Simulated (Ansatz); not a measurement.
# GeSiH6O (SMILES O[SiH2][GeH3]): levels of theory compared

Aim: a comparison of 6 runs (HF/3-21G, B3LYP/6-31G*, PBE/def2-SVP, PBE0/def2-SVP, CAM-B3LYP/def2-TZVP, CCSDT/SBKJC-VDZ) of GeSiH6O. 

The calculation is run with Ansatz 0.2.0.

4 further runs of the same task are left out: 4 set aside as unsound or not needed.

### Step 1. The system as given

GeSiH6O has 9 atoms, charge 0, and is taken as a singlet. SMILES: `O[SiH2][GeH3]`. Geometry: relaxed at PBE0-D4/def2-TZVP. This is one conformer, not always the lowest.

Bond lengths: O1–Si2 1.653 Å, Si2–Ge3 2.375 Å, O1–H4 0.958 Å, Si2–H5 1.492 Å, Si2–H6 1.492 Å, Ge3–H7 1.539 Å, Ge3–H8 1.537 Å, Ge3–H9 1.537 Å. Some angles: O1–Si2–Ge3 106.7°, O1–Si2–H5 111.2°, O1–Si2–H6 111.2°, Ge3–Si2–H5 110.4°, Ge3–Si2–H6 110.4°, Si2–O1–H4 117.7°, Si2–Ge3–H7 109.5°, Si2–Ge3–H8 111.1°, Si2–Ge3–H9 111.1°, H5–Si2–H6 106.9°.

### Step 2. Energy and gradient at HF/3-21G (run 1)

molecule.yaml

```yaml
crystal:
  periodic: [false, false, false]
  atoms:
    - symbol: O
      position_ang: [-1.699200, 0.432900, -0.836200]
    - symbol: Si
      position_ang: [-0.084600, 0.700000, -0.606000]
    - symbol: Ge
      position_ang: [0.663700, -0.937100, 0.942900]
    - symbol: H
      position_ang: [-2.164800, 1.014000, -1.439600]
    - symbol: H
      position_ang: [0.670200, 0.586900, -1.887600]
    - symbol: H
      position_ang: [0.166000, 2.071300, -0.074900]
    - symbol: H
      position_ang: [2.168200, -0.746500, 1.206100]
    - symbol: H
      position_ang: [0.447600, -2.356900, 0.395000]
    - symbol: H
      position_ang: [-0.078600, -0.810800, 2.283000]
basis:
  gaussian: {orbitals: 3-21G-spherical.json}
magnetization: {spin_polarized: false, initial_magnetization: 0}
hamiltonian: {xc: hf}
accuracy: high
output: {forces: true, orbitals: {seedname: orbitals}}
```

The basis set 3-21G is read from a file made from the Basis Set Exchange's data (not shown).

Launch:

```bash
$ ansatz run molecule.yaml --threads 1 --pin off --max-ram 2610MiB --events-out events.jsonl --progress --plain --runs-dir runs
```

The program printed:

```text
Warning: RAYON_NUM_THREADS=1 ignored (pool sized by the plan → 1); use --threads N
Functional definition: HF
  name "HF"
  exchange = exact_x
  correlation = 0
1111 factors; integrals over basis functions are off by at most 7.7e-9 eV
mean field evaluation 1: about -66139.5854 eV, gradient 3.0e1 eV
mean field evaluation 2: about -66139.8521 eV, gradient 3.0e1 eV
mean field evaluation 4: about -66141.7711 eV, gradient 1.8e0 eV
mean field evaluation 8: about -66141.7931 eV, gradient 6.0e-2 eV
mean field evaluation 16: about -66141.7931 eV, gradient 3.9e-8 eV
mean field -66141.79314598 eV, -2430.6660655972 hartree, gradient 3.9e-8 eV, S^2 0.000000; 0 other end points of the search recorded, 0 dependent functions left out
the calculation of the forces begins
reference -66141.79314598 eV, -2430.6660655972 hartree; 30, 30 occupied and 26, 26 virtual orbitals, 1111 factors
Total energy: -66141.79314598 eV, -2430.6660655972 hartree
Atom 0 at    -1.699200     0.432900    -0.836200 Å, force    -1.056344    -0.021462    -0.275187 eV/Å
Atom 1 at    -0.084600     0.700000    -0.606000 Å, force     1.441972     0.255726     0.192396 eV/Å
Atom 2 at     0.663700    -0.937100     0.942900 Å, force     0.141893    -0.271525     0.262270 eV/Å
Atom 3 at    -2.164800     1.014000    -1.439600 Å, force    -0.613368    -0.026628    -0.149041 eV/Å
Atom 4 at     0.670200     0.586900    -1.887600 Å, force     0.040572    -0.001147     0.048335 eV/Å
Atom 5 at     0.166000     2.071300    -0.074900 Å, force     0.051891    -0.036453     0.006650 eV/Å
Atom 6 at     2.168200    -0.746500     1.206100 Å, force     0.022843     0.027304    -0.015948 eV/Å
Atom 7 at     0.447600    -2.356900     0.395000 Å, force    -0.011280     0.026454    -0.047547 eV/Å
Atom 8 at    -0.078600    -0.810800     2.283000 Å, force    -0.018180     0.047732    -0.021927 eV/Å
Dipole moment:     0.010230     0.278501    -0.224522 e Å
```

It took 0.62 s on 1 thread of AMD EPYC 9R45 (Zen 5), shared host.

### Step 3. Energy and gradient at B3LYP/6-31G(d) (Cartesian functions) (run 2)

in.yaml

```yaml
crystal:
  periodic: [false, false, false]
  atoms:
    - {symbol: O, position_ang: [-1.699200, 0.432900, -0.836200]}
    - {symbol: Si, position_ang: [-0.084600, 0.700000, -0.606000]}
    - {symbol: Ge, position_ang: [0.663700, -0.937100, 0.942900]}
    - {symbol: H, position_ang: [-2.164800, 1.014000, -1.439600]}
    - {symbol: H, position_ang: [0.670200, 0.586900, -1.887600]}
    - {symbol: H, position_ang: [0.166000, 2.071300, -0.074900]}
    - {symbol: H, position_ang: [2.168200, -0.746500, 1.206100]}
    - {symbol: H, position_ang: [0.447600, -2.356900, 0.395000]}
    - {symbol: H, position_ang: [-0.078600, -0.810800, 2.283000]}
basis:
  gaussian: {orbitals: "6-31G*"}
hamiltonian: {xc: {name: B3LYP}}
accuracy: high
output: {forces: true, orbitals: {seedname: orbitals}}
```

Launch:

```bash
$ ansatz run in.yaml --threads 1 --pin off --max-ram 2610MiB --events-out events.jsonl --progress --plain --runs-dir runs
```

The program printed, cut to the lines that bear on the results:

```text
Warning: RAYON_NUM_THREADS=1 ignored (pool sized by the plan → 1); use --threads N
Functional definition: B3LYP
  name "B3LYP"
[...]
1693 factors; integrals over basis functions are off by at most 5.2e-9 eV
[...]
mean field -66535.00121101 eV, -2445.1161954610 hartree, gradient 3.6e-8 eV, S^2 0.000000; 0 other end points of the search recorded, 0 dependent functions left out
[...]
reference -66535.00125638 eV, -2445.1161971284 hartree; 30, 30 occupied and 51, 51 virtual orbitals, 1693 factors
Total energy: -66535.00125638 eV, -2445.1161971284 hartree
Atom 0 at    -1.699200     0.432900    -0.836200 Å, force    -0.402369    -0.396967     0.212331 eV/Å
Atom 1 at    -0.084600     0.700000    -0.606000 Å, force     0.407134     0.176053    -0.028805 eV/Å
Atom 2 at     0.663700    -0.937100     0.942900 Å, force    -0.005094     0.037473    -0.031630 eV/Å
Atom 3 at    -2.164800     1.014000    -1.439600 Å, force    -0.208987     0.280037    -0.286800 eV/Å
Atom 4 at     0.670200     0.586900    -1.887600 Å, force     0.071129     0.004730    -0.029888 eV/Å
Atom 5 at     0.166000     2.071300    -0.074900 Å, force     0.056423     0.046050     0.021902 eV/Å
Atom 6 at     2.168200    -0.746500     1.206100 Å, force     0.140567    -0.005627     0.043778 eV/Å
Atom 7 at     0.447600    -2.356900     0.395000 Å, force    -0.007852    -0.134673    -0.028181 eV/Å
Atom 8 at    -0.078600    -0.810800     2.283000 Å, force    -0.050950    -0.007075     0.127293 eV/Å
Dipole moment:    -0.057504     0.245748    -0.216655 e Å
```

It took 3.9 s on 1 thread of AMD EPYC 9R45 (Zen 5), shared host.

Runs 3 to 5 aren't shown in full; the table further down has their settings and results.

### Step 4. The energy at CCSDT/SBKJC-VDZ (core potential) (run 6)

in.yaml: that of step 3 with these lines changed.

```diff
@@ -13,5 +13,4 @@
 basis:
-  gaussian: {orbitals: "6-31G*"}
-hamiltonian: {xc: {name: B3LYP}}
-accuracy: high
-output: {forces: true, orbitals: {seedname: orbitals}}
+  gaussian: {orbitals: SBKJC-VDZ.json}
+hamiltonian: {pseudopotentials: {relativity: none}}
+correlation: {method: ccsdt, electrons: all}
```

The basis set SBKJC-VDZ is read from a file made from the Basis Set Exchange's data (not shown).

Launch:

```bash
$ ansatz run in.yaml --threads 1 --pin off --max-ram 2610MiB --events-out events.jsonl --progress --plain --runs-dir runs
```

The program printed, cut to the lines that bear on the results:

```text
Warning: RAYON_NUM_THREADS=1 ignored (pool sized by the plan → 1); use --threads N
[... 2 set-up lines as earlier in the session ...]
[...]
794 factors; integrals over basis functions are off by at most 1.5e-7 eV
[...]
mean field -722.14689914 eV, -26.5384090547 hartree, gradient 1.4e-6 eV, S^2 0.000000; 0 other end points of the search recorded, 0 dependent functions left out
reference -722.14689914 eV, -26.5384090547 hartree; 10, 10 occupied and 26, 26 virtual orbitals, 794 factors
second order -5.59410078 eV of doubles, -0.00000000 eV of singles
cycle   1  -6.11984643 eV  change   -5.3e-1 eV  update   8.7e-2
[...]
cycle  13  -6.64463073 eV  change   -2.2e-8 eV  update   7.8e-7
Total energy: -728.79152987 eV, -26.7825947300 hartree
```

It took 3.9 s on 1 thread of AMD EPYC 9R45 (Zen 5), shared host; peak memory 0.42 GiB.

### Step 5. Overview of the runs

```tsv
run	level	Cartesian functions	core potential	energy (Eh)	dipole moment (D)	HOMO energy (eV)	LUMO energy (eV)	wall time
1	HF/3-21G	no	none	-2430.666066	1.72	-10.65	3.47	0.62 s
2	B3LYP/6-31G* (Cartesian functions)	yes	none	-2445.116197	1.60	-7.73	-0.13	3.9 s
3	PBE/def2-SVP	no	none	-2444.376206	1.47	-6.83	-0.73	3.3 s
4	PBE0/def2-SVP	no	none	-2444.469752	1.50	-8.03	0.12	4.2 s
5	CAM-B3LYP/def2-TZVP	no	none	-2445.506157	1.55	-9.36	0.66	9.3 s
6	CCSDT/SBKJC-VDZ (core potential)	no	SBKJC-VDZ	-26.782595	–	–	–	3.9 s
```

### Step 6. Results

```
                 quantity         value
      run 6: total energy  -26.78259 Eh
run 6: correlation energy    -244.2 mEh
     run 6: T1 diagnostic         0.009
```

**Reading.** Over runs 1, 2, 3, 4, 5 the dipole moment (its size) runs from 1.47 D (PBE/def2-SVP) to 1.72 D (HF/3-21G). The two ends differ in method and basis. Over runs 1, 2, 3, 4, 5 the HOMO–LUMO gap runs from 6.10 eV (PBE/def2-SVP) to 14.12 eV (HF/3-21G). Totals of different functionals can't be ranked against each other. Some runs of one species differ in core potentials or relativity; totals across that change don't compare. All runs together took 25 s, the longest 9.3 s.
